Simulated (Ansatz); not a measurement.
Crystal: HfGe.

```xyz
2
Lattice="3.5008 0.0000 0.0000 0.0000 3.5008 0.0000 0.0000 0.0000 3.5008" Properties=species:S:1:pos:R:3 pbc="T T T"
Hf    0.0000    0.0000    0.0000
Ge    1.7504    1.7504    1.7504
```

The cell was built by a generator and needn't be a form met in nature.

Program: Ansatz 0.2.0. Alike in all runs: potentials or basis Ansatz PAW; no spin polarisation; cell as given; k mesh 4 × 4 × 4; cutoff (eV) 420; smearing fermi-dirac 0.05 eV; the mesh is coarse, so values aren't converged.

Q: Order these runs on this cell by their pressure, lowest first.
A. level HF
B. level B3LYP
C. level PBEsol0
D. level HSE03; points for each segment of the path 4

A: C (-14.6 GPa), D (-11.5 GPa), B (-8.2 GPa), A (-3.8 GPa).

Caveats: all runs use coarse meshes; the PAW data sets come from PBE, with cores solved anew for the run's functional, which leaves a small shift of forces and pressure; the thresholds are loose for stress.
